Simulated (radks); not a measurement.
# Ionisation of Ar²⁺: one atom, several choices of exchange strength α

How much does the choice of exchange strength α matter for taking an electron from Ar²⁺? Both Ar²⁺ ([Ne] 3s2 3p4) and Ar³⁺ ([Ne] 3s2 3p3) are run for each choice.

The numbers are computed with radks (a radial shooting solver on a logarithmic mesh, Libxc functionals) version 1 (non-relativistic Kohn-Sham, spin-polarised, spherical densities, point nucleus; open shells are filled with parallel spins first), except any that are marked as measured or tabulated.

**1. Starting point**

```
element       : argon (Z = 18)
charge        : +2
electrons     : 16
configuration : [Ne] 3s2 3p4
ion           : Ar³⁺, [Ne] 3s2 3p3
choices       : α = 0.584; α = 0.589; α = 0.667; α = 0.763; α = 0.813; α = 0.96; α = 0.991
```

The outer shells:

Ar²⁺
```
[Ne] core
3s [↑↓]
3p [↑↓][↑ ][↑ ]
```

Ar³⁺
```
[Ne] core
3s [↑↓]
3p [↑ ][↑ ][↑ ]
```

**2. α = 0.584: Ar²⁺**

Input:

```text
Z 18
configuration [Ne] 3s2 3p4
relativity non-relativistic
functional xalpha 0.584
spin polarised
nucleus point
```

**3. α = 0.584: Ar³⁺**

Input:

```text
Z 18
configuration [Ne] 3s2 3p3
relativity non-relativistic
functional xalpha 0.584
spin polarised
nucleus point
```

**4. α = 0.589: Ar²⁺**

Input:

```text
Z 18
configuration [Ne] 3s2 3p4
relativity non-relativistic
functional xalpha 0.589
spin polarised
nucleus point
```

**5. α = 0.589: Ar³⁺**

Input:

```text
Z 18
configuration [Ne] 3s2 3p3
relativity non-relativistic
functional xalpha 0.589
spin polarised
nucleus point
```

**6. α = 0.667: Ar²⁺**

Input:

```text
Z 18
configuration [Ne] 3s2 3p4
relativity non-relativistic
functional xalpha 0.667
spin polarised
nucleus point
```

**7. α = 0.667: Ar³⁺**

Input:

```text
Z 18
configuration [Ne] 3s2 3p3
relativity non-relativistic
functional xalpha 0.667
spin polarised
nucleus point
```

**8. α = 0.763: Ar²⁺**

Input:

```text
Z 18
configuration [Ne] 3s2 3p4
relativity non-relativistic
functional xalpha 0.763
spin polarised
nucleus point
```

**9. α = 0.763: Ar³⁺**

Input:

```text
Z 18
configuration [Ne] 3s2 3p3
relativity non-relativistic
functional xalpha 0.763
spin polarised
nucleus point
```

**10. α = 0.813: Ar²⁺**

Input:

```text
Z 18
configuration [Ne] 3s2 3p4
relativity non-relativistic
functional xalpha 0.813
spin polarised
nucleus point
```

**11. α = 0.813: Ar³⁺**

Input:

```text
Z 18
configuration [Ne] 3s2 3p3
relativity non-relativistic
functional xalpha 0.813
spin polarised
nucleus point
```

**12. α = 0.96: Ar²⁺**

Input:

```text
Z 18
configuration [Ne] 3s2 3p4
relativity non-relativistic
functional xalpha 0.96
spin polarised
nucleus point
```

**13. α = 0.96: Ar³⁺**

Input:

```text
Z 18
configuration [Ne] 3s2 3p3
relativity non-relativistic
functional xalpha 0.96
spin polarised
nucleus point
```

**14. α = 0.991: Ar²⁺**

Input:

```text
Z 18
configuration [Ne] 3s2 3p4
relativity non-relativistic
functional xalpha 0.991
spin polarised
nucleus point
```

**15. α = 0.991: Ar³⁺**

Input:

```text
Z 18
configuration [Ne] 3s2 3p3
relativity non-relativistic
functional xalpha 0.991
spin polarised
nucleus point
```

Q: Predict the outcome of this session. Wanted: for each run, exchange strength α; E(Ar²⁺); Δ-SCF; −ε(HOMO); <r> HOMO; error.

**Answer**, as computed:

| exchange strength α | E(Ar²⁺) (hartree) | Δ-SCF (eV) | −ε(HOMO) (eV) | <r> HOMO (bohr) | error (eV) |
| --- | --- | --- | --- | --- | --- |
| α = 0.584 | -519.67580 | 37.528 | 31.106 | 1.509 | -3.21 |
| α = 0.589 | -519.87779 | 37.602 | 31.181 | 1.508 | -3.13 |
| α = 0.667 | -523.03696 | 38.763 | 32.363 | 1.490 | -1.97 |
| α = 0.763 | -526.94617 | 40.222 | 33.850 | 1.468 | -0.51 |
| α = 0.813 | -528.99138 | 40.994 | 34.639 | 1.457 | +0.26 |
| α = 0.96 | -535.04066 | 43.313 | 37.016 | 1.425 | +2.58 |
| α = 0.991 | -536.32328 | 43.811 | 37.528 | 1.418 | +3.08 |

**Reading.** The NIST Atomic Spectra Database lists 40.74 eV (semi-empirical). The smallest miss is that of α = 0.813 (+0.26 eV), the largest that of α = 0.584 (-3.21 eV). The ionisation energies span 6.28 eV, the total energies of Ar²⁺ 453 eV: most of the change in the total cancels in the difference. α = 2/3 is LDA exchange; there is no correlation term. The tabulated value is met near α = 0.80. Open shells are spherical and high-spin; term and fine-structure splittings are not resolved.
